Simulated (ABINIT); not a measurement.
A run of ABINIT 10.8.3 (patched build) is set up as follows.

The input run.abi:

```
# Pseudopotentials
pp_dirpath "./"
pseudos "Na.GGA_PBE-ansatz_soft_1.xml, La.GGA_PBE-ansatz_soft_1.xml, Mn.GGA_PBE-ansatz_soft_1.xml, Mo.GGA_PBE-ansatz_soft_1.xml, O.GGA_PBE-ansatz_soft_1.xml"

# Structure
acell 5.5573500253 5.59794 8.0248665132 Angstrom
rprim
     0.9999999955     0.0000000000     0.0000953692
     0.0000000000     1.0000000000     0.0000000000
    -0.0078381366     0.0000000000     0.9999692813
ntypat 5
znucl 11 57 25 42 8
natom 20
typat 1 1 2 2 3 3 4 4 5 5 5 5 5 5 5 5 5 5 5 5
xred
     0.7500800000     0.5157200000     0.4992400000
     0.2499200000     0.0157200000     0.5007600000
     0.2571500000     0.9589600000     0.9993700000
     0.7428500000     0.4589600000     0.0006300000
     0.2476700000     0.4876200000     0.2560700000
     0.7523300000     0.9876200000     0.7439300000
     0.7555900000     0.9966600000     0.2709000000
     0.2444100000     0.4966600000     0.7291000000
     0.6733500000     0.9783000000     0.4906100000
     0.0340200000     0.8101700000     0.2772600000
     0.9335300000     0.2891000000     0.2802600000
     0.4781700000     0.2096600000     0.1992200000
     0.5443500000     0.7356300000     0.2007900000
     0.8295600000     0.0181800000     0.0039200000
     0.3266500000     0.4783000000     0.5093900000
     0.9659800000     0.3101700000     0.7227400000
     0.0664700000     0.7891000000     0.7197400000
     0.5218300000     0.7096600000     0.8007800000
     0.4556500000     0.2356300000     0.7992100000
     0.1704400000     0.5181800000     0.9960800000
chkprim 0
chksymtnons 0
tolsym 1.0e-6

# Plane-wave basis
ecut 16.0
pawecutdg 32.0
pawxcdev 0
pawovlp -1

# k points
kptopt 1
ngkpt 2 2 2
nshiftk 1
shiftk 0.0 0.0 0.0

# Exchange and correlation
ixc 11

# Bands and occupations
nband 108
occopt 3
tsmear 0.05 eV

# Spin
nsppol 2
spinat
     0.0000000000     0.0000000000     0.0000000000
     0.0000000000     0.0000000000     0.0000000000
     0.0000000000     0.0000000000     0.0000000000
     0.0000000000     0.0000000000     0.0000000000
     0.0000000000     0.0000000000     4.0000000000
     0.0000000000     0.0000000000    -4.0000000000
     0.0000000000     0.0000000000     1.0000000000
     0.0000000000     0.0000000000    -1.0000000000
     0.0000000000     0.0000000000     0.0000000000
     0.0000000000     0.0000000000     0.0000000000
     0.0000000000     0.0000000000     0.0000000000
     0.0000000000     0.0000000000     0.0000000000
     0.0000000000     0.0000000000     0.0000000000
     0.0000000000     0.0000000000     0.0000000000
     0.0000000000     0.0000000000     0.0000000000
     0.0000000000     0.0000000000     0.0000000000
     0.0000000000     0.0000000000     0.0000000000
     0.0000000000     0.0000000000     0.0000000000
     0.0000000000     0.0000000000     0.0000000000
     0.0000000000     0.0000000000     0.0000000000

# SCF cycle
nstep 100
tolvrs 1.0e-9

# Output
iomode 3
prtwf 0
prtden 0
prteig 0
prtebands 0
enunit 1
```

Potentials or basis: Ansatz PAW PBE generated set soft_1, frozen core.

Run with:

```console
$ mpirun --bind-to none -np 4 abinit run.abi > log 2>&1
```

(1) Estimate the site moments.

(2) What does it give for the largest force?

Answers

(1) Na -0.00, +0.00; La +0.00, -0.00; Mn +4.24, -4.24; Mo +0.18, -0.18; O +0.01, +0.02, +0.03, -0.03, -0.01, -0.02 μB.

(2) 0.119 eV/Å.

Caveat: the k mesh is coarse (spacing up to 0.57 Å⁻¹), so the values aren't converged; the atomic spheres overlap; small starting moments can end in a higher magnetic state in this program.
